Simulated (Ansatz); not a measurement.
# BFH₂O₂: how energies converge with the basis set

One table from this session's results is given with a row withheld; the runs are named, their logs left out.

Computed with Ansatz 0.2.0, Gaussian basis. Level: one geometry, several basis sets.

The runs, in order: PBE0-D4/def2-SVP; ωB97M-V/def2-SVP; PBE0-D4/def2-QZVPP; ωB97M-V/def2-QZVPP; the functionals' def2-TZVPP values are taken from earlier runs.

### The geometry

An earlier PBE0-D4 in a triple-zeta def2 set relaxation fixed the geometry.

SMILES `OB(O)F`, 6 atoms, charge 0, spin multiplicity 1.

Atoms are counted from 1 here; the program's logs count them from 0.

Bond lengths: O1–B2 1.360 Å, O1–H5 0.960 Å, B2–O3 1.352 Å, B2–F4 1.333 Å, O3–H6 0.960 Å. Angles: B2–O1–H5 113.1°, O1–B2–O3 121.6°, O1–B2–F4 120.5°, O3–B2–F4 117.9°, B2–O3–H6 112.5°.

The first run:

The input, in.yaml:

```yaml
crystal:
  periodic: [false, false, false]
  atoms:
    - {symbol: O, position_ang: [-0.477531, 0.971031, -0.208425]}
    - {symbol: B, position_ang: [-0.023843, -0.307502, -0.106485]}
    - {symbol: O, position_ang: [0.989372, -0.635178, 0.726051]}
    - {symbol: F, position_ang: [-0.573084, -1.280620, -0.833162]}
    - {symbol: H, position_ang: [-1.198901, 1.066081, -0.834258]}
    - {symbol: H, position_ang: [1.325987, 0.122188, 1.209980]}
basis:
  gaussian: {orbitals: def2-SVP}
hamiltonian: {xc: pbe0, dispersion: d4}
output: {orbitals: {seedname: orbitals}}
```

Steps of the session up to this table: PBE0-D4 in def2-SVP; ωB97M-V in def2-SVP; PBE0-D4 in def2-QZVPP; ωB97M-V in def2-QZVPP.

One of the session's tables, all rows but one given; the rest of the session is left out.

It belongs to the step «Functionals by basis». 

| functional | basis | HOMO (eV) | LUMO (eV) |
| --- | --- | --- | --- |
| PBE0-D4 | def2-SVP | ? | ? |
| PBE0-D4 | def2-TZVPP | -9.74 | 0.44 |
| PBE0-D4 | def2-QZVPP | -9.79 | 0.32 |
| ωB97M-V | def2-SVP | -11.88 | 3.04 |
| ωB97M-V | def2-TZVPP | -12.21 | 1.77 |
| ωB97M-V | def2-QZVPP | -12.26 | 1.58 |

Estimate the missing values for PBE0-D4, def2-SVP.

As computed: HOMO (eV): -9.43; LUMO (eV): 1.39. In the column «HOMO (eV)» it is the highest.
